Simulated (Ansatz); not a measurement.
**Sr2Rh (Fm-3m): all-electron equation of state in Python**

Where is the equilibrium volume of Sr2Rh (Fm-3m) with all electrons, and how stiff is it? Wanted for Sr2Rh (Fm-3m): an all-electron equation of state.

Program: Ansatz 0.2.0, driven from Python. Level of theory: DFT PBEsol, all-electron LAPW. These are calculated values, not measurements.

## (1) Starting point

It takes space group Fm-3m (No. 225, cubic). Conventional cell: a = 7.302 Å, b = 7.302 Å, c = 7.302 Å, α = 90.00°, β = 90.00°, γ = 90.00°. Sr (site symmetry -43m) is surrounded by 4 Rh at 3.16 Å. Around Rh (site symmetry m-3m) lie 8 Sr at 3.16 Å.

No structure file is read: the coordinates are typed or built in the script.

## (2) Script

eos_lapw.py

```python
'''E(V) of Sr2Rh on LAPW.'''

import ansatz as az
from ase.eos import EquationOfState
from ase.units import GPa
import numpy as np

SMEARING = 'methfessel_paxton'
WIDTH_EV = 0.1
BETA = 0.4
FUNCTIONAL = 'pbesol'
N_EMPTY = 4
KGRID = (7, 7, 7)

vectors0 = np.array([
    [0.0, 3.65096, 3.65096],
    [3.65096, 0.0, 3.65096],
    [3.65096, 3.65096, 0.0],
])
sites = [
    ('Sr', (0.75, 0.75, 0.75)),
    ('Sr', (0.25, 0.25, 0.25)),
    ('Rh', (0.0, 0.0, 0.0)),
]


def make_crystal(cell):
    crystal = az.Crystal(lattice=az.Lattice.of(cell))
    for symbol, position in sites:
        crystal = crystal.atom(symbol, position)
    return crystal

volumes, energies = [], []
for scale in np.linspace(0.94, 1.06, 7):
    cell = vectors0 * scale ** (1 / 3)
    setup = (
        make_crystal(cell).calculation()
        .occupations(SMEARING, width=WIDTH_EV)
        .mixing('msr1', ndim=6, beta=BETA)
        .functional(FUNCTIONAL)
        .scf(extra_bands=N_EMPTY)
        .kpoints(*KGRID)
        .pseudopotentials('all_electron', lapw=True)
    )
    report = setup.run(threads=1, pin='off').report
    volumes.append(abs(np.linalg.det(cell)) / len(sites))
    energies.append(report['free_energy_ev'] / len(sites))
    print(f'{scale:.3f} {volumes[-1]:9.4f} A^3/atom {energies[-1]:16.5f} eV/atom  (estimated basis error {1000 * report["lapw_basis_errors"]["total_ev_per_atom"]:.2f} meV/atom)')
v0, e0, bulk = EquationOfState(volumes, energies, eos='birchmurnaghan').fit()
print(f'V0 = {v0:.4f} A^3/atom, B0 = {bulk / GPa:.1f} GPa')
```

## (3) The calls as engine input

The package turns the script's settings into the engine's input (first run):

```yaml
crystal:
  lattice:
    - [0.0, 3.5764296994761664, 3.5764296994761664]
    - [3.5764296994761664, 0.0, 3.5764296994761664]
    - [3.5764296994761664, 3.5764296994761664, 0.0]
  atoms:
    - { symbol: Sr, position: [0.75, 0.75, 0.75] }
    - { symbol: Sr, position: [0.25, 0.25, 0.25] }
    - { symbol: Rh, position: [0.0, 0.0, 0.0] }
kpoints:
  mp_grid:
    grid: [7, 7, 7]
hamiltonian:
  xc: pbesol
  pseudopotentials:
    kind: all_electron
    lapw: {}
scf:
  n_extra_bands: 4
  mixing:
    algorithm: msr1
    beta: 0.4
    ndim: 6
  occupations:
    method: methfessel_paxton
    width: 0.1
```

## (4) Launch

Started as:

```
$ python eos_lapw.py
```

**Question.** Where does the minimum lie against the volume typed, and how stiff is the crystal?

**Answer**, as computed:

| quantity | value |
| --- | --- |
| runs compared | 7 |
| range of energy | 33.29 meV/atom |
| lowest point, volume (Å³/atom) | 31.146 |
| equilibrium volume (fit) | 31.02 Å³/atom |
| bulk modulus (fit) | 34 GPa |

A third-order Birch-Murnaghan fit through the 7 points has its minimum at 31.02 Å³ an atom, 4.4 % below the typed cell, with a bulk modulus of 34 GPa and dB/dP = 3.8. From that minimum the energy rises by 1.0 meV an atom on the compressed side and 33.4 meV on the expanded side. The window is off centre, so dB/dP is rough. Caveats:
- The mesh is modest for a metal, so energies can be off by several to tens of meV an atom and pressures by half a GPa or more; differences at equal mesh fare better.
- This cell is a computed structure, which may not be the phase found in nature.
